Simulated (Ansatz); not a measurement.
# Gd (dhcp type): the cost of one run

Computed with Ansatz 0.2.0 (DFT PBE, with the methods named in each step, unless a step's input says otherwise).

3 further runs of the same task are left out: 1 for a known fault of the program, 2 that didn't finish.

## Step 1: The system as given

Symmetry: P6_3/mmc, No. 194, hexagonal system. Conventional cell: a = 3.636 Å, b = 3.636 Å, c = 11.720 Å, α = 90.00°, β = 90.00°, γ = 120.00°. Gd (site symmetry -3m) is surrounded by 12 Gd at 3.60 to 3.64 Å. Around Gd (site symmetry -6m2) lie 12 Gd at 3.60 to 3.64 Å.

Coordinates:

```cif
data_structure
_symmetry_space_group_name_H-M 'P6_3/mmc'
_symmetry_Int_Tables_number 194
_cell_length_a 3.6362
_cell_length_b 3.6362
_cell_length_c 11.7195
_cell_angle_alpha 90.000
_cell_angle_beta 90.000
_cell_angle_gamma 120.000
_cell_volume 134.19
loop_
_atom_site_label
_atom_site_type_symbol
_atom_site_symmetry_multiplicity
_atom_site_Wyckoff_symbol
_atom_site_fract_x
_atom_site_fract_y
_atom_site_fract_z
_atom_site_occupancy
Gd1 Gd 2 a 0.00000 0.00000 0.00000 1
Gd2 Gd 2 c 0.33333 0.66667 0.25000 1
```

The file gives the conventional cell by its symmetry; the runs use the cell typed in the input.

Whether this phase is the stable one at these pressures isn't tested.

Atoms are numbered in the order of the input: Gd1, Gd2, Gd3, Gd4.

## Step 2: The reference volume, LAPW

input.yaml

```yaml
crystal:
  lattice:
    - [3.6361940382, 0.0, 0.0]
    - [-1.8180970191, 3.1490364102, 0.0]
    - [0.0, 0.0, 11.7195172885]
  atoms:
    - { symbol: Gd, position: [0.0, 0.0, 0.0], spin: 7.0 }
    - { symbol: Gd, position: [0.0, 0.0, 0.5], spin: 7.0 }
    - { symbol: Gd, position: [0.3333333333, 0.6666666667, 0.25], spin: 7.0 }
    - { symbol: Gd, position: [0.6666666667, 0.3333333333, 0.75], spin: 7.0 }
magnetization:
  spin_polarized: true
kpoints:
  mp_grid: { grid: [10, 10, 3] }
  band_path:
    path:
      - [0.0, 0.0, 0.0]
      - [0.5, 0.0, 0.0]
      - [0.3333333333, 0.3333333333, 0.0]
      - [0.0, 0.0, 0.0]
      - [0.0, 0.0, 0.5]
      - [0.5, 0.0, 0.5]
      - [0.3333333333, 0.3333333333, 0.5]
      - [0.0, 0.0, 0.5]
      - [0.5, 0.0, 0.5]
    npoints: 14
scf:
  occupations: { method: fermi_dirac, width: 0.1 }
hamiltonian:
  xc: pbe
  pseudopotentials: { kind: all_electron, lapw: { basis_error: 0.001 } }
output:
  forces: true
  stress: true
  eigenvalues: true
  populations: true
  dos: { projected: true, de: 0.2, e_range: [-14, 8] }
```

Command:

```console
$ ansatz run input.yaml --threads 2 --pin off --max-ram 6144MiB --backend cpu --events-out ev --progress --plain --runs-dir out
```

What time and memory should one allow on 2 threads of Intel Xeon 6975P-C (Granite Rapids), shared host?

About 69 s, with a peak of 0.9 GiB.
